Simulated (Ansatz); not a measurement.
# Sr: the cost of one run

Computed with Ansatz 0.2.0 (DFT PBEsol, scalar-relativistic, plane waves, PAW, unless a step's input says otherwise).

The COD cell was measured well above room temperature, so it is larger than a cold one.

## Step 1: The system as given

Symmetry: Im-3m, No. 229, cubic system. Conventional cell: a = 4.850 Å, b = 4.850 Å, c = 4.850 Å, α = 90.00°, β = 90.00°, γ = 90.00°. Around Sr (site symmetry m-3m) lie 8 Sr at 4.20 Å.

As a file:

```xyz
1
Lattice="-2.4250 2.4250 2.4250 2.4250 -2.4250 2.4250 2.4250 2.4250 -2.4250" Properties=species:S:1:pos:R:3 pbc="T T T"
Sr    0.0000    0.0000    0.0000
```

No relaxation comes first: the listed cell is the starting point.

## Step 2: The reference: the undisturbed cell on the scan's mesh

input.yaml

```yaml
crystal:
  lattice:
    - [-2.425, 2.425, 2.425]
    - [2.425, -2.425, 2.425]
    - [2.425, 2.425, -2.425]
  atoms:
    - { symbol: Sr, position: [0.0, 0.0, 0.0] }
basis:
  ecutwfc: 420
kpoints:
  mp_grid: { grid: [14, 14, 14] }
hamiltonian:
  xc: pbesol
scf:
  occupations: { method: gaussian, width: 0.15 }
output:
  forces: true
  stress: true
  eigenvalues: true
  write_density: true
  write_potential: true
  elf: true
  volumetric_format: npy
```

Started as:

```console
$ ansatz run input.yaml --threads 1 --pin off --max-ram 2560MiB --backend cpu --events-out ev --progress --plain --runs-dir out
```

**Question.** How long does this run take on 1 thread of Arm Neoverse V1, shared host, and how much memory does it need?

About 4.1 s, with a peak of 0.33 GiB.
